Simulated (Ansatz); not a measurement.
# GeH5SSi radical: basis-set convergence

The task here is to estimate one member of a computed series from the others.

Program: Ansatz 0.2.0, Gaussian basis. Level of theory: one geometry, several basis sets. These are calculated values, not measurements.

The runs, in order: PBE0-D4/def2-SVP; ωB97M-V/def2-SVP; PBE0-D4/def2-QZVPP; ωB97M-V/def2-QZVPP; the functionals' def2-TZVPP values are taken from earlier runs.

**The relaxed structure**

All runs share one geometry, relaxed beforehand with PBE0-D4 in a triple-zeta def2 set.

SMILES `[SiH2][S][GeH3]`, 8 atoms, charge 0, spin multiplicity 2.

Atoms are counted from 1 here; the program's logs count them from 0.

Bond lengths: Si1–S2 2.124 Å, Si1–H4 1.493 Å, Si1–H5 1.489 Å, S2–Ge3 2.231 Å, Ge3–H6 1.535 Å, Ge3–H7 1.533 Å, Ge3–H8 1.536 Å. Angles: S2–Si1–H4 111.2°, S2–Si1–H5 106.6°, H4–Si1–H5 110.5°, Si1–S2–Ge3 98.6°, S2–Ge3–H6 109.7°, S2–Ge3–H7 105.3°, S2–Ge3–H8 109.3°, H6–Ge3–H7 111.0°, H6–Ge3–H8 110.3°, H7–Ge3–H8 111.2°.

The first run:

in.yaml

```yaml
crystal:
  periodic: [false, false, false]
  atoms:
    - {symbol: Si, position_ang: [-0.878028, 1.488249, -0.661991]}
    - {symbol: S, position_ang: [1.044624, 0.591073, -0.762468]}
    - {symbol: Ge, position_ang: [0.739675, -1.018409, 0.752530]}
    - {symbol: H, position_ang: [-1.958602, 0.475678, -0.855704]}
    - {symbol: H, position_ang: [-0.926320, 2.513676, -1.739977]}
    - {symbol: H, position_ang: [0.538864, -0.391747, 2.139255]}
    - {symbol: H, position_ang: [2.019515, -1.860524, 0.710061]}
    - {symbol: H, position_ang: [-0.487427, -1.855094, 0.362694]}
basis:
  gaussian: {orbitals: def2-SVP}
magnetization: {spin_polarized: true, initial_magnetization: 1}
hamiltonian: {xc: pbe0, dispersion: d4}
output: {orbitals: {seedname: orbitals}}
```

The run is started by

```
ansatz run in.yaml --threads 4 --pin off --events-out ev --progress --plain --max-ram 10444MiB
```

Among the steps run: PBE0-D4 in def2-SVP; ωB97M-V in def2-SVP; PBE0-D4 in def2-QZVPP; ωB97M-V in def2-QZVPP.

One of the session's tables, all rows but one given; the rest of the session is left out.

It belongs to the step «Density functionals: the series». 

| functional | basis | HOMO (eV) | LUMO (eV) |
| --- | --- | --- | --- |
| PBE0-D4 | def2-SVP | -5.91 | -2.48 |
| PBE0-D4 | def2-TZVPP | ? | ? |
| PBE0-D4 | def2-QZVPP | -5.96 | -2.54 |
| ωB97M-V | def2-SVP | -7.63 | -0.81 |
| ωB97M-V | def2-TZVPP | -7.70 | -0.93 |
| ωB97M-V | def2-QZVPP | -7.72 | -0.99 |

**Question.** Estimate the row for PBE0-D4, def2-TZVPP.

**Answer.** HOMO (eV): -5.95; LUMO (eV): -2.51. In the column «HOMO (eV)» it lies between PBE0-D4, def2-QZVPP (-5.96) and PBE0-D4, def2-SVP (-5.91).
